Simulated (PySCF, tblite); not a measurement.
# C₆H₇F₃Si: infrared bands, NMR shifts and electronic excitations in gas and solvents

Aim: compute the infrared bands, NMR shifts and electronic excitations of C₆H₇F₃Si (`FC(F)=C(F)/C=C/[C@@H]1C[SiH2]1`), and see what a dielectric continuum does where one was used.

Computed with tblite 0.8.0 and PySCF 2.14.0, with density-fitted response routines of our own, on a single molecule, in the gas phase or a continuum. Atoms are numbered from 0 throughout.

### 1 The molecule as given

17 atoms, charge 0, multiplicity 1; geometry from: force field or distance geometry start.

Bonds of the start (Å): F0–C1 1.35, C1–F2 1.36, C1–C3 1.33, C3–F4 1.35, C3–C5 1.46, C5–C6 1.33, C6–C7 1.49, C7–C8 1.51, C8–Si9 1.88, Si9–C7 1.87, C5–H10 1.10, C6–H11 1.08, C7–H12 1.11, C8–H13 1.11, C8–H14 1.09, Si9–H15 1.46, Si9–H16 1.46.

### 2 Optimising the geometry with GFN2-xTB

What the job is given:

```
{"job": {"kind": "relax", "xc": "GFN2-xTB", "basis": "xTB"}, "charge": 0, "multiplicity": 1}
F      3.233900     0.740100     1.775500
C      3.444600     0.075400     0.615700
F      4.727600    -0.119500     0.202400
C      2.399300    -0.385400    -0.070600
F      2.568400    -1.078600    -1.220500
C      1.084000    -0.121200     0.509600
C     -0.042200    -0.518600    -0.066300
C     -1.292500    -0.156100     0.660100
C     -2.618500    -0.612500     0.106700
Si    -2.236800     1.197300    -0.223300
H      1.035400     0.435700     1.454000
H     -0.038900    -1.077700    -0.991700
H     -1.306600    -0.048700     1.760700
H     -3.428300    -0.719000     0.855800
H     -2.688100    -1.291100    -0.743000
H     -1.965500     1.468500    -1.630300
H     -2.882800     2.223500     0.593300
```

Started as:

```console
$ OMP_NUM_THREADS=1 python probes_run.py task.json out
```

This one command runs all jobs of the session in turn.

The log of the run:

```text
step      E/eV     max force
  0    -876.80370    2.094
  1    -877.00040    1.018
  2    -877.12531    0.861
  3    -877.21335    0.743
  4    -877.24829    0.513
  5    -877.27940    0.429
  6    -877.29864    0.417
  7    -877.30786    0.277
  8    -877.31545    0.206
  9    -877.32327    0.230
 10    -877.32927    0.213
 11    -877.33462    0.161
 12    -877.33905    0.203
 13    -877.34357    0.168
 14    -877.34826    0.182
 15    -877.35253    0.135
 16    -877.35575    0.132
 17    -877.35809    0.122
 18    -877.36033    0.118
 19    -877.36338    0.134
 20    -877.36789    0.164
 21    -877.37356    0.178
 22    -877.37926    0.197
 23    -877.38473    0.204
 24    -877.39040    0.179
 25    -877.39600    0.176
 26    -877.40063    0.159
 27    -877.40358    0.123
 28    -877.40525    0.099
 29    -877.40639    0.079
 30    -877.40724    0.059
 31    -877.40795    0.064
 32    -877.40875    0.079
 33    -877.40977    0.082
 34    -877.41099    0.080
 35    -877.41223    0.075
 36    -877.41332    0.096
 37    -877.41421    0.085
 38    -877.41491    0.067
 39    -877.41547    0.055
 40    -877.41597    0.053
 41    -877.41653    0.070
 42    -877.41711    0.069
 43    -877.41759    0.058
 44    -877.41794    0.048
 45    -877.41827    0.055
 46    -877.41864    0.056
 47    -877.41906    0.044
 48    -877.41945    0.043
 49    -877.41979    0.046
 50    -877.42009    0.053
 51    -877.42037    0.039
 52    -877.42060    0.030
 53    -877.42079    0.036
 54    -877.42102    0.045
 55    -877.42131    0.047
 56    -877.42163    0.034
 57    -877.42189    0.030
 58    -877.42211    0.033
 59    -877.42236    0.040
 60    -877.42264    0.042
 61    -877.42294    0.036
 62    -877.42322    0.036
 63    -877.42347    0.040
 64    -877.42372    0.038
 65    -877.42395    0.031
 66    -877.42413    0.024
 67    -877.42428    0.032
 68    -877.42444    0.034
 69    -877.42466    0.037
 70    -877.42492    0.042
 71    -877.42517    0.042
 72    -877.42536    0.037
 73    -877.42552    0.032
 74    -877.42572    0.045
 75    -877.42600    0.056
 76    -877.42628    0.048
 77    -877.42646    0.028
 78    -877.42657    0.024
 79    -877.42665    0.023
 80    -877.42674    0.026
 81    -877.42682    0.021
 82    -877.42690    0.026
 83    -877.42698    0.034
 84    -877.42710    0.038
 85    -877.42724    0.028
 86    -877.42736    0.022
 87    -877.42743    0.023
 88    -877.42749    0.019
 89    -877.42756    0.019
 90    -877.42762    0.014
 91    -877.42765    0.013
 92    -877.42768    0.014
 93    -877.42771    0.015
 94    -877.42777    0.021
 95    -877.42784    0.020
 96    -877.42790    0.014
 97    -877.42793    0.013
 98    -877.42796    0.010
 99    -877.42798    0.010
100    -877.42799    0.007
```

Run time: 1.4 s. Hardware: 1 thread of AMD EPYC 7R43, shared host; peak memory 0.18 GiB.

Relaxation path: (not every step is listed)

| step | energy from step 0 (eV) | largest force (eV/Å) |
| --- | --- | --- |
| 0 | 0.0000 | 2.0943 |
| 1 | -0.1967 | 1.0183 |
| 2 | -0.3216 | 0.8605 |
| 3 | -0.4096 | 0.7426 |
| 4 | -0.4446 | 0.5134 |
| 5 | -0.4757 | 0.4294 |
| 6 | -0.4949 | 0.4170 |
| 7 | -0.5042 | 0.2765 |
| 8 | -0.5118 | 0.2063 |
| 16 | -0.5520 | 0.1316 |
| 24 | -0.5867 | 0.1791 |
| 32 | -0.6051 | 0.0786 |
| 40 | -0.6123 | 0.0531 |
| 48 | -0.6157 | 0.0426 |
| 56 | -0.6179 | 0.0344 |
| 64 | -0.6200 | 0.0378 |
| 72 | -0.6217 | 0.0365 |
| 80 | -0.6230 | 0.0260 |
| 88 | -0.6238 | 0.0186 |
| 95 | -0.6241 | 0.0203 |
| 96 | -0.6242 | 0.0136 |
| 97 | -0.6242 | 0.0133 |
| 98 | -0.6243 | 0.0102 |
| 99 | -0.6243 | 0.0100 |
| 100 | -0.6243 | 0.0066 |

Close pairs (by a distance rule), those that changed most:

| bond | before (Å) | after (Å) | change (Å) |
| --- | --- | --- | --- |
| C7–Si9 | 1.872 | 1.936 | +0.064 |
| C6–C7 | 1.491 | 1.438 | -0.053 |
| C1–F2 | 1.362 | 1.330 | -0.032 |
| C8–H13 | 1.108 | 1.081 | -0.027 |
| C3–C5 | 1.462 | 1.435 | -0.027 |
| C7–C8 | 1.508 | 1.533 | +0.026 |
| C7–H12 | 1.106 | 1.083 | -0.023 |
| C5–C6 | 1.326 | 1.346 | +0.020 |

The next job starts from the end point, and lists it.

### 3 Vibrational analysis with GFN2-xTB

What the job is given:

```
{"job": {"kind": "ir", "xc": "GFN2-xTB", "basis": "xTB"}, "charge": 0, "multiplicity": 1}
F      3.741484     0.368770     1.833115
C      3.583706    -0.130306     0.605370
F      4.762841    -0.391741     0.048029
C      2.384209    -0.324087     0.042865
F      2.366282    -0.834493    -1.209740
C      1.120770    -0.040277     0.660612
C     -0.061327    -0.272590     0.059483
C     -1.345200     0.038682     0.627332
C     -2.601383    -0.655437     0.087258
Si    -2.555411     1.153760    -0.392653
H      1.174068     0.376603     1.654766
H     -0.063261    -0.692827    -0.938088
H     -1.328279     0.220355     1.695208
H     -3.290776    -1.009305     0.840926
H     -2.416769    -1.410595    -0.664896
H     -2.145496     1.507853    -1.736612
H     -3.332459     2.107666     0.374959
```

The log of the run:

```text
mode    cm-1     km/mol
  1      41.6      0.17
  2      67.1      0.09
  3      85.0      0.34
  4     125.7      0.07
  5     174.9      5.66
  6     198.2      1.53
  7     263.6      2.19
  8     281.7      1.64
  9     324.4      6.62
 10     381.0     12.96
 11     393.8     10.31
 12     430.2      1.87
 13     464.8     41.00
 14     497.7     15.69
 15     511.8      1.42
 16     523.0    238.63
 17     554.3      0.79
 18     619.7     57.78
 19     722.9    174.79
 20     742.8     40.42
 21     755.1     19.86
 22     772.0     11.32
 23     819.0     92.94
 24     910.2     45.89
 25     939.3     83.69
 26     987.6     23.40
 27    1037.1    286.98
 28    1048.1     98.34
 29    1091.7     66.02
 30    1192.4     55.40
 31    1195.0    176.33
 32    1230.8     71.19
 33    1255.0     81.38
 34    1297.5      3.74
 35    1353.0     13.01
 36    1430.5      2.16
 37    1620.2    366.94
 38    1720.2    115.74
 39    2378.6    160.97
 40    2393.6    341.75
 41    3037.2     14.09
 42    3059.6      5.27
 43    3062.1     16.67
 44    3074.3     31.36
 45    3097.5     26.30
```

Wall time 1.1 s (1 thread of AMD EPYC 7R43, shared host); peak memory 0.18 GiB.

Which atoms move in the most intense modes:

| cm⁻¹ | km/mol | atoms |
| --- | --- | --- |
| 523 | 238.6 | H16 42 %, H15 42 %, Si9 12 % |
| 723 | 174.8 | H15 47 %, H16 46 % |
| 1037 | 287.0 | H13 17 %, C3 15 %, H14 15 %, C8 15 % |
| 1195 | 176.3 | C1 64 %, F2 13 %, F0 11 % |
| 1620 | 366.9 | C6 49 %, C5 43 % |
| 1720 | 115.7 | C1 53 %, C3 43 % |
| 2379 | 161.0 | H16 89 % |
| 2394 | 341.8 | H15 88 % |

### 4 Geometry optimisation at PBE0-D3(BJ)/def2-SVP

What the job is given:

```
{"job": {"xc": "PBE0", "basis": "def2-SVP", "d3": "d3bj", "grid": 1, "shake": 0.01, "kind": "geom"}, "charge": 0, "multiplicity": 1}
F      3.761890     0.343210     1.837300
C      3.578030    -0.134830     0.603210
F      4.742640    -0.394060     0.039380
C      2.417440    -0.321830     0.039340
F      2.363470    -0.841170    -1.220290
C      1.116860    -0.035460     0.658230
C     -0.051750    -0.274590     0.059730
C     -1.329740     0.044130     0.622280
C     -2.603210    -0.650030     0.106610
Si    -2.558110     1.151320    -0.382630
H      1.165200     0.373690     1.663590
H     -0.057460    -0.691910    -0.931390
H     -1.356560     0.230570     1.685610
H     -3.307460    -1.006540     0.847930
H     -2.421220    -1.421360    -0.664630
H     -2.146020     1.521910    -1.729140
H     -3.330520     2.118780     0.372900
```

The log of the run:

```text
step   0  E = -820.61166907  max force = 0.062045
step   1  E = -820.61739929  max force = 0.015391
step   2  E = -820.61736343  max force = 0.008609
step   3  E = -820.61827051  max force = 0.002612
step   4  E = -820.61836207  max force = 0.002300
step   5  E = -820.61848800  max force = 0.001392
step   6  E = -820.61852808  max force = 0.001094
step   7  E = -820.61853945  max force = 0.000808
step   8  E = -820.61855579  max force = 0.000578
step   9  E = -820.61855871  max force = 0.000686
step  10  E = -820.61856291  max force = 0.000336
optimisation converged
```

It took 4.5 min on 1 thread of AMD EPYC 7R43, shared host; peak memory 0.91 GiB.

Relaxation path:

| step | energy from step 0 (eV) | largest force component (eV/Å) |
| --- | --- | --- |
| 0 | 0.0000 | 3.1905 |
| 1 | -0.1559 | 0.7914 |
| 2 | -0.1550 | 0.4427 |
| 3 | -0.1796 | 0.1343 |
| 4 | -0.1821 | 0.1183 |
| 5 | -0.1856 | 0.0716 |
| 6 | -0.1866 | 0.0563 |
| 7 | -0.1870 | 0.0415 |
| 8 | -0.1874 | 0.0297 |
| 9 | -0.1875 | 0.0353 |
| 10 | -0.1876 | 0.0173 |

Distances of close pairs at the start and the end, largest changes first:

| bond | before (Å) | after (Å) | change (Å) |
| --- | --- | --- | --- |
| C7–Si9 | 1.935 | 1.894 | -0.042 |
| C1–C3 | 1.304 | 1.342 | +0.038 |
| Si9–H16 | 1.450 | 1.483 | +0.033 |
| C6–C7 | 1.432 | 1.465 | +0.033 |
| C3–F4 | 1.364 | 1.337 | -0.027 |
| Si9–H15 | 1.456 | 1.483 | +0.027 |
| C3–C5 | 1.469 | 1.443 | -0.026 |
| F0–C1 | 1.336 | 1.313 | -0.023 |

The end geometry stands in the next job.

| at the end point | value |
| --- | --- |
| point group (found at 0.08 Å tolerance) | C1 |
| rotational constants (GHz, main isotopes) | 3.152, 0.391, 0.369 |
| dipole moment (D) | 2.51 |

### 5 Nuclear shieldings: PBE0/pcSseg-1

What the job is given:

```
{"job": {"kind": "nmr", "xc": "PBE0", "basis": "pcSseg-1"}, "charge": 0, "multiplicity": 1}
F      3.716762     0.258066     1.963607
C      3.606347    -0.177175     0.729372
F      4.766490    -0.448963     0.189543
C      2.425562    -0.314022     0.107266
F      2.443904    -0.765924    -1.150531
C      1.139766    -0.017164     0.690111
C     -0.021131    -0.180586     0.028092
C     -1.349170     0.126937     0.564791
C     -2.565718    -0.684648     0.075596
Si    -2.613618     1.085489    -0.468629
H      1.151452     0.355327     1.717867
H      0.022522    -0.561019    -0.999355
H     -1.360694     0.373895     1.633618
H     -3.253387    -1.036980     0.851409
H     -2.349521    -1.455335    -0.673067
H     -2.264250     1.408585    -1.872807
H     -3.510757     2.044302     0.221653
```

Level: GIAO PBE0/pcSseg-1 NMR shielding, non-relativistic, gas phase.

The log of the run:

```text
coarse grid: 15744 points
cycle   1  E = -820.8212162523  dE =  1.603e+00  |g| = 8.157e-01  |ddm| = 3.998e+00
cycle   2  E = -820.5788562476  dE =  2.424e-01  |g| = 1.344e+00  |ddm| = 1.630e+00
cycle   3  E = -820.9477180116  dE = -3.689e-01  |g| = 1.565e-01  |ddm| = 1.188e+00
cycle   4  E = -820.9519981010  dE = -4.280e-03  |g| = 9.392e-02  |ddm| = 2.425e-01
cycle   5  E = -820.9541021226  dE = -2.104e-03  |g| = 1.080e-02  |ddm| = 8.424e-02
cycle   6  E = -820.9541238641  dE = -2.174e-05  |g| = 4.378e-03  |ddm| = 1.210e-02
cycle   7  E = -820.9541284936  dE = -4.629e-06  |g| = 1.046e-03  |ddm| = 5.148e-03
final grid: 151592 points
cycle   8  E = -821.0306237542  dE = -4.497e-05  |g| = 7.726e-03  |ddm| = 3.923e-02
cycle   9  E = -821.0306077194  dE =  1.603e-05  |g| = 1.113e-02  |ddm| = 1.802e-02
cycle  10  E = -821.0306388448  dE = -3.113e-05  |g| = 1.234e-03  |ddm| = 1.144e-02
cycle  11  E = -821.0306391663  dE = -3.215e-07  |g| = 4.956e-04  |ddm| = 1.632e-03
cycle  12  E = -821.0306392236  dE = -5.736e-08  |g| = 1.379e-04  |ddm| = 5.379e-04
cycle  13  E = -821.0306392272  dE = -3.619e-09  |g| = 3.245e-05  |ddm| = 1.257e-04
cycle  14  E = -821.0306392275  dE = -2.262e-10  |g| = 8.712e-06  |ddm| = 3.906e-05
converged SCF energy = -821.0306392275

GIAO shielding tensors (ppm)
atom      isotropic    diamagn.    paramagn.     s11        s22        s33       span
  0 F      302.964     475.317    -172.353    280.128    302.970    325.795     45.667
  1 C       23.797     252.661    -228.865    -28.584     40.798     59.176     87.760
  2 F      286.938     466.614    -179.676    271.917    288.139    300.757     28.841
  3 C       49.602     247.599    -197.996     16.368     43.806     88.633     72.265
  4 F      374.813     475.080    -100.267    307.863    374.280    442.297    134.434
  5 C       68.869     257.779    -188.909    -35.032     94.195    147.444    182.476
  6 C       43.474     253.684    -210.210    -65.101     43.812    151.710    216.811
  7 C      167.996     250.090     -82.094    130.287    158.476    215.223     84.936
  8 C      183.147     253.082     -69.935    152.607    192.103    204.730     52.123
  9 Si     482.168     880.612    -398.444    379.421    400.667    666.415    286.994
 10 H       25.286      33.836      -8.550     22.391     23.021     30.447      8.056
 11 H       25.720      33.413      -7.693     21.689     22.464     33.008     11.319
 12 H       29.395      32.205      -2.810     23.424     28.525     36.235     12.811
 13 H       30.175      28.570       1.605     24.736     26.096     39.695     14.959
 14 H       30.551      30.230       0.321     25.539     27.404     38.710     13.171
 15 H       28.526      29.566      -1.040     23.473     26.861     35.243     11.770
 16 H       28.275      29.117      -0.842     23.286     25.579     35.961     12.675
```

Wall time 62 s (1 thread of AMD EPYC 7R43, shared host); peak memory 0.96 GiB.

Shifts follow as δ = σ(reference) − σ, with reference shieldings (ppm) from runs at the same level and on the same kind of geometry: 1H TMS 31.27, 13C TMS 184.4, 29Si TMS 352.0, 19F CFCl3 177.2. The references are single molecules in the gas phase, so shifts against H2O, NH3, PH3, H3PO4 or CFCl3 are not on the usual liquid scales and can be off by tens of ppm.

| atoms | environment | σ (ppm) | δ (ppm) | δ scaled to CDCl3 |
| --- | --- | --- | --- | --- |
| C1 | fully substituted alkene carbon | 23.8 | 160.6 | 155.4 |
| C6 | alkene CH | 43.5 | 140.9 | 136.3 |
| C3 | fully substituted alkene carbon | 49.6 | 134.8 | 130.4 |
| C5 | alkene CH | 68.9 | 115.5 | 111.7 |
| C7 | three-membered-ring carbon | 168.0 | 16.4 | 15.4 |
| C8 | three-membered-ring carbon | 183.1 | 1.3 | 0.7 |
| H10 | hydrogen on an alkene CH | 25.29 | 5.98 | 5.88 |
| H11 | hydrogen on an alkene CH | 25.72 | 5.55 | 5.47 |
| H16 | hydrogen on a silicon bonded to 2 C, in a 3-membered ring | 28.28 | 2.99 | – |
| H15 | hydrogen on a silicon bonded to 2 C, in a 3-membered ring | 28.53 | 2.74 | – |
| H12 | hydrogen on a three-membered-ring carbon | 29.39 | 1.87 | 1.99 |
| H13 | hydrogen on a three-membered-ring carbon | 30.18 | 1.09 | 1.25 |
| H14 | hydrogen on a three-membered-ring carbon | 30.55 | 0.72 | 0.90 |
| F2 | vinylic fluorine | 286.9 | -109.7 | – |
| F0 | vinylic fluorine | 303.0 | -125.7 | – |
| F4 | vinylic fluorine | 374.8 | -197.6 | – |
| Si9 | silicon bonded to 2 C, 2 H, in a 3-membered ring | 482.2 | -130.2 | – |

The scaled column applies a straight-line fit of computed shieldings to shifts measured in CDCl3, and one for carbons that bear F (root-mean-square error 0.21 ppm for H, 2.0 ppm for C).

The run also stored atomic charges by several schemes (e):

| atoms | Mulliken | IAO | Hirshfeld | ESP fit |
| --- | --- | --- | --- | --- |
| F0 | -0.23 | -0.24 | -0.06 | -0.13 |
| C1 | 0.56 | 0.49 | 0.14 | 0.32 |
| F2 | -0.23 | -0.23 | -0.06 | -0.13 |
| C3 | 0.16 | 0.19 | 0.03 | 0.11 |
| F4 | -0.27 | -0.26 | -0.07 | -0.15 |
| C5 | -0.21 | -0.21 | -0.09 | -0.40 |
| C6 | -0.03 | -0.12 | -0.04 | -0.01 |
| C7 | -0.43 | -0.34 | -0.11 | -0.20 |
| C8 | -0.40 | -0.52 | -0.16 | -0.44 |
| Si9 | 0.50 | 0.63 | 0.31 | 0.13 |

Mayer bond orders: F0–C1 1.02, C1–F2 1.01, C1–C3 1.67, C3–F4 0.96, C3–C5 1.06, C5–C6 1.75, C6–C7 1.06, C7–C8 0.86, C8–Si9 0.97, Si9–C7 0.87.

Ring of atoms C7, C8, Si9: NICS(0) -27.2, NICS(1) -7.8, NICS(1)zz -16.9 ppm (means of both faces).

In rings of three or four atoms NICS is ruled by the nearby σ bonds, so it says little on aromaticity.

### 6 Ultraviolet spectrum: PBE0/def2-SVPD

Settings changed since step 5:

```diff
@@ -1,2 +1,2 @@
-{"job": {"kind": "nmr", "xc": "PBE0", "basis": "pcSseg-1"}, "charge": 0, "multiplicity": 1}
+{"job": {"kind": "uv", "xc": "PBE0", "basis": "def2-SVPD", "ip": true, "dynamic": false}, "charge": 0, "multiplicity": 1}
 F      3.716762     0.258066     1.963607
```

Level: TDDFT PBE0/def2-SVPD, vertical, gas phase, core orbitals frozen in the response.

The log of the run:

```text
coarse grid: 15744 points
cycle   1  E = -820.4087794940  dE =  1.528e+00  |g| = 7.626e-01  |ddm| = 6.923e+00
cycle   2  E = -820.1823537436  dE =  2.264e-01  |g| = 1.257e+00  |ddm| = 2.996e+00
cycle   3  E = -820.5261428769  dE = -3.438e-01  |g| = 1.500e-01  |ddm| = 2.236e+00
cycle   4  E = -820.5303448390  dE = -4.202e-03  |g| = 8.939e-02  |ddm| = 4.492e-01
cycle   5  E = -820.5323001110  dE = -1.955e-03  |g| = 9.478e-03  |ddm| = 1.515e-01
cycle   6  E = -820.5323170425  dE = -1.693e-05  |g| = 3.968e-03  |ddm| = 2.457e-02
cycle   7  E = -820.5323209907  dE = -3.948e-06  |g| = 8.941e-04  |ddm| = 7.761e-03
final grid: 151592 points
cycle   8  E = -820.6396263230  dE = -4.308e-05  |g| = 7.546e-03  |ddm| = 1.679e-01
cycle   9  E = -820.6396105812  dE =  1.574e-05  |g| = 1.091e-02  |ddm| = 3.225e-02
cycle  10  E = -820.6396408948  dE = -3.031e-05  |g| = 1.113e-03  |ddm| = 1.805e-02
cycle  11  E = -820.6396411903  dE = -2.956e-07  |g| = 4.134e-04  |ddm| = 2.842e-03
cycle  12  E = -820.6396412307  dE = -4.032e-08  |g| = 1.257e-04  |ddm| = 9.209e-04
cycle  13  E = -820.6396412340  dE = -3.297e-09  |g| = 3.084e-05  |ddm| = 2.699e-04
cycle  14  E = -820.6396412342  dE = -2.317e-10  |g| = 9.255e-06  |ddm| = 8.224e-05
converged SCF energy = -820.6396412342

Static polarisability (au): isotropic 118.393, principal 82.913 85.518 186.747

Singlet excitations
state   eV       nm        f      main configurations
  1   4.8019    258.2   0.82523   H->L 0.92
  2   5.3280    232.7   0.03776   H->L+1 0.85
  3   5.5610    223.0   0.00278   H->L+2 0.70, H->L+3 0.19
  4   5.7169    216.9   0.00122   H->L+3 0.74, H->L+2 0.18
  5   5.8183    213.1   0.11680   H-1->L 0.77
  6   6.0277    205.7   0.01225   H->L+4 0.65, H->L+5 0.30
  7   6.2442    198.6   0.00354   H->L+5 0.52, H->L+4 0.25
  8   6.3740    194.5   0.00220   H->L+6 0.63, H->L+7 0.15, H->L+5 0.09
  9   6.5950    188.0   0.16922   H->L+7 0.45, H-2->L 0.19, H->L+6 0.17
 10   6.6704    185.9   0.01487   H-2->L 0.57, H-1->L+1 0.15, H->L+9 0.11

Triplet excitations (Tamm-Dancoff, eV): 2.8474 4.4579 4.9063 5.3861
Vertical ionisation energy (delta-SCF) = 7.7183 eV
```

Run time: 3 min. Hardware: 1 thread of AMD EPYC 7R43, shared host; peak memory 1.1 GiB.

The orbitals next to the gap, with their largest atomic shares:

| orbital | eV | atoms |
| --- | --- | --- |
| HOMO−3 | -9.93 | C7 21 %, C6 18 %, C8 12 % |
| HOMO−2 | -8.62 | C8 18 %, C5 15 %, C3 14 % |
| HOMO−1 | -7.56 | C8 23 %, Si9 20 %, C7 15 % |
| HOMO | -6.06 | C1 15 %, C6 15 %, C5 15 % |
| LUMO | -0.93 | C6 22 %, C5 16 %, C1 15 % |
| LUMO+1 | 0.07 | Si9 33 %, C8 14 %, H15 10 % |
| LUMO+2 | 0.52 | Si9 30 %, H16 12 %, C8 9 % |

With each of the 10 states as a Gaussian band of 0.4 eV half-width at 1/e, the curve within the window shown has maxima at 258 nm (ε 34,000), 213 nm (ε 5,800), 189 nm (ε 7,700) L/(mol cm). Beyond the last state computed it falls off for lack of states. The curve at chosen wavelengths:

| nm | ε (L/mol/cm) |
| --- | --- |
| 178 | 3201 |
| 183 | 6178 |
| 187 | 7619 |
| 192 | 7294 |
| 197 | 5876 |
| 201 | 5217 |
| 206 | 5350 |
| 211 | 5779 |
| 215 | 5814 |
| 220 | 5512 |
| 225 | 5545 |
| 229 | 6500 |
| 234 | 9550 |
| 239 | 14833 |
| 244 | 21571 |
| 248 | 26899 |
| 253 | 31873 |
| 258 | 33700 |
| 262 | 32653 |
| 267 | 28780 |
| 272 | 23244 |
| 276 | 18514 |
| 281 | 13071 |
| 286 | 8661 |
| 290 | 5981 |
| 295 | 3596 |

Further results of this job:

| property | computed |
| --- | --- |
| dipole moment (D) | 2.85 |
| polarisability (Å³) | 17.54 |
| HOMO–LUMO gap (eV) | 5.13 |
| −ε(HOMO) (eV) | 6.06 |

(Part 1 of 2 ends here.)
